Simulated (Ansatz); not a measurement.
# AgH4NO: small, medium and large basis sets

The task here is to estimate one member of a computed series from the others.

The runs use Ansatz 0.2.0, Gaussian basis; one geometry, several basis sets.

Plan: PBE0-D4/def2-SVP; ωB97M-V/def2-SVP; PBE0-D4/def2-QZVPP; ωB97M-V/def2-QZVPP; the functionals' def2-TZVPP values are taken from earlier runs.

### Structure used throughout

An earlier PBE0-D4 in a triple-zeta def2 set relaxation fixed the geometry. Ag takes the def2 core potential; no spin-orbit term is included.

SMILES `[NH3+][Ag-][OH]`, 7 atoms, charge 0, spin multiplicity 1.

Atoms are counted from 1 here; the program's logs count them from 0.

Bond lengths: N1–Ag2 2.137 Å, N1–H4 1.013 Å, N1–H5 1.014 Å, N1–H6 1.014 Å, Ag2–O3 1.979 Å, O3–H7 0.960 Å. Angles: Ag2–N1–H4 111.0°, Ag2–N1–H5 111.3°, Ag2–N1–H6 111.1°, H4–N1–H5 107.8°, H4–N1–H6 107.7°, H5–N1–H6 107.8°, N1–Ag2–O3 176.2°, Ag2–O3–H7 109.6°.

The first run:

Input file in.yaml:

```yaml
crystal:
  periodic: [false, false, false]
  atoms:
    - {symbol: N, position_ang: [-1.195003, 0.656241, -0.218600]}
    - {symbol: Ag, position_ang: [0.701353, -0.245257, 0.180282]}
    - {symbol: O, position_ang: [2.493346, -0.967563, 0.606455]}
    - {symbol: H, position_ang: [-1.889779, -0.045297, -0.446746]}
    - {symbol: H, position_ang: [-1.138875, 1.301029, -0.998535]}
    - {symbol: H, position_ang: [-1.530381, 1.172164, 0.586897]}
    - {symbol: H, position_ang: [2.559349, -1.871317, 0.290237]}
basis:
  gaussian: {orbitals: def2-SVP}
hamiltonian: {xc: pbe0, dispersion: d4}
output: {orbitals: {seedname: orbitals}}
```

Started as:

```
$ ansatz run in.yaml --threads 2 --pin off --events-out ev --progress --plain --max-ram 32768MiB --backend cpu
```

Steps of the session up to this table: PBE0-D4 in def2-SVP; ωB97M-V in def2-SVP; PBE0-D4 in def2-QZVPP; ωB97M-V in def2-QZVPP.

One table of the session follows, with a row left open; its other results are not shown here.

It belongs to the step «Density functionals: the series». 

| functional | basis | HOMO (eV) |
| --- | --- | --- |
| PBE0-D4 | def2-SVP | ? |
| PBE0-D4 | def2-TZVPP | -5.89 |
| PBE0-D4 | def2-QZVPP | -5.98 |
| ωB97M-V | def2-SVP | -7.93 |
| ωB97M-V | def2-TZVPP | -8.30 |
| ωB97M-V | def2-QZVPP | -8.40 |

**Question.** Estimate the row for PBE0-D4, def2-SVP.

**Answer.** HOMO (eV): -5.57. In the column «HOMO (eV)» it is the highest.
